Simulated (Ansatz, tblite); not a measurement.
**(HInSe)4 cubane (In₄H₄Se₄): a ladder of methods and basis sets**

Aim: run the singlet of (HInSe)4 cubane (In₄H₄Se₄) at one geometry on many levels, and compare frontier levels, spin and run time.

The runs use Ansatz 0.2.0, Gaussian basis; as each input shows.

Levels to be run: GFN1-xTB, GFN2-xTB, PBE-D4/def2-TZVP, r2SCAN-D4/def2-TZVP, HF/def2-TZVP, BHLYP-D4/def2-TZVP, revPBE-D4/def2-TZVP, PBE+5HF/def2-SVP, PBE+10HF/def2-SVP, PBE+15HF/def2-SVP, PBE+35HF/def2-SVP, PBE+50HF/def2-SVP, PBE-D4/def2-SVP, PBE0-D4/def2-SVP, CCSD(T)/def2-SVP, MP2/def2-TZVP, RPA/def2-TZVP.

1 further run of the same task is left out (set aside as unsound or not needed).

### 1 The structure

The geometry is that of the singlet, from an earlier relaxation (PBE-D4/def2-SVP).

12 atoms, charge 0, spin multiplicity 1.

Bond lengths: In1–H2 1.729 Å, In1–Se3 2.703 Å, In1–Se6 2.703 Å, In1–Se9 2.703 Å, Se3–In4 2.703 Å, Se3–In10 2.703 Å, In4–H5 1.729 Å, In4–Se6 2.703 Å, In4–Se12 2.704 Å, Se6–In7 2.703 Å, In7–H8 1.729 Å, In7–Se9 2.703 Å, In7–Se12 2.703 Å, Se9–In10 2.703 Å, In10–H11 1.729 Å, In10–Se12 2.703 Å. Angles: H2–In1–Se3 120.2°, H2–In1–Se6 120.1°, H2–In1–Se9 120.2°, Se3–In1–Se6 97.0°, Se3–In1–Se9 97.0°, Se6–In1–Se9 97.0°, In1–Se3–In4 82.6°, In1–Se3–In10 82.6°, In4–Se3–In10 82.6°, Se3–In4–H5 120.2°, Se3–In4–Se6 97.0°, Se3–In4–Se12 97.0°, H5–In4–Se6 120.2°, H5–In4–Se12 120.1°, Se6–In4–Se12 97.0°, In1–Se6–In4 82.6°, In1–Se6–In7 82.6°, In4–Se6–In7 82.6° and more.

In takes a core potential in the def2 sets. No spin-orbit coupling is included.

PBE0-D4/def2-TZVP was run before; its log isn't repeated, and its numbers join the tables.

### 2 GFN1-xTB

Tight binding, by tblite at 300 K electronic temperature and without a spin-polarisation term:

```python
tblite.interface.Calculator('GFN1-xTB', numbers, positions, charge=0, uhf=0).singlepoint()
```

Energy -597.2752 eV, HOMO -9.62 eV, LUMO -5.75 eV; 0.023 s.

### 3 GFN2-xTB

Tight binding, by tblite at 300 K electronic temperature and without a spin-polarisation term:

```python
tblite.interface.Calculator('GFN2-xTB', numbers, positions, charge=0, uhf=0).singlepoint()
```

Energy -540.0819 eV, HOMO -11.34 eV, LUMO -8.47 eV; 0.021 s.

### 4 PBE-D4/def2-TZVP

start.molden holds the orbitals of an earlier run on this state, given as this run's starting guess.

File in.yaml:

```yaml
crystal:
  periodic: [false, false, false]
  atoms:
    - {symbol: In, position_ang: [-0.415671, 0.611910, 2.055286]}
    - {symbol: H, position_ang: [-0.745075, 1.095573, 3.682212]}
    - {symbol: Se, position_ang: [1.198352, 2.113527, 0.491519]}
    - {symbol: In, position_ang: [2.148388, -0.306191, -0.248530]}
    - {symbol: H, position_ang: [3.848617, -0.548627, -0.447906]}
    - {symbol: Se, position_ang: [0.769089, -1.766632, 1.559510]}
    - {symbol: In, position_ang: [-1.055878, -1.862529, -0.432292]}
    - {symbol: H, position_ang: [-1.892324, -3.337008, -0.772253]}
    - {symbol: Se, position_ang: [-2.438087, 0.348150, 0.281372]}
    - {symbol: In, position_ang: [-0.676803, 1.556790, -1.374499]}
    - {symbol: H, position_ang: [-1.211187, 2.790149, -2.461962]}
    - {symbol: Se, position_ang: [0.470578, -0.695111, -2.332457]}
basis:
  gaussian: {orbitals: def2-TZVP, fitting: {mean_field: def2-universal-jkfit}, initial_orbitals: start.molden}
hamiltonian: {xc: pbe, dispersion: d4}
scf: {omitted_lower_state_checks: [starts]}
output: {orbitals: {seedname: orbitals}}
```

On the command line:

```console
$ ansatz run in.yaml --threads 2 --pin off --events-out ev --progress --plain --max-ram 32768MiB --backend cuda --devices 0, --max-vram 18GiB
```

Further steps of the session: r2SCAN-D4/def2-TZVP; HF/def2-TZVP; BHLYP-D4/def2-TZVP; revPBE-D4/def2-TZVP; PBE+5HF/def2-SVP; PBE+10HF/def2-SVP; PBE+15HF/def2-SVP; PBE+35HF/def2-SVP; PBE+50HF/def2-SVP; PBE-D4/def2-SVP; PBE0-D4/def2-SVP; CCSD(T)/def2-SVP; MP2/def2-TZVP; RPA/def2-TZVP.

Q: Predict the results of all the runs planned. Wanted: gap in def2-TZVP, named functionals and Hartree-Fock, smallest and largest; gap over the share of exact exchange; correlation energy, CCSD(T)/def2-SVP; correlation energy, MP2/def2-TZVP; binding an atom, CCSD(T)/def2-SVP; PBE0 total energy, smallest basis above largest.

As calculated:

```
                                                                  quantity                            value
gap in def2-TZVP, named functionals and Hartree-Fock, smallest and largest  3.81 eV (PBE-D4), 10.53 eV (HF)
                                      gap over the share of exact exchange     3.88 eV at 0, 7.48 eV at 0.5
                                      correlation energy, CCSD(T)/def2-SVP                        -37.39 eV
                                         correlation energy, MP2/def2-TZVP                        -60.43 eV
                                         binding an atom, CCSD(T)/def2-SVP                         2.444 eV
                           PBE0 total energy, smallest basis above largest   32.72 eV (def2-SVP, def2-TZVP)
```

In words: Over the named functionals and Hartree-Fock in def2-TZVP the gap runs from 3.81 eV (PBE-D4) to 10.53 eV (HF); exact exchange widens it. Raising the share of exact exchange from 0 to 0.5 moves the HOMO by -2.12 eV and the LUMO by +1.47 eV. The functionals in def2-TZVP miss CCSD(T)/def2-SVP by +0.086 (revPBE-D4) to +0.224 eV (r2SCAN-D4) an atom. The yardstick is in a double-zeta basis, so levels in larger sets aren't compared like for like. The reference is CCSD(T) in one finite basis, so it carries an error of its own, often a tenth of an eV or more, and near misses can't be ranked.
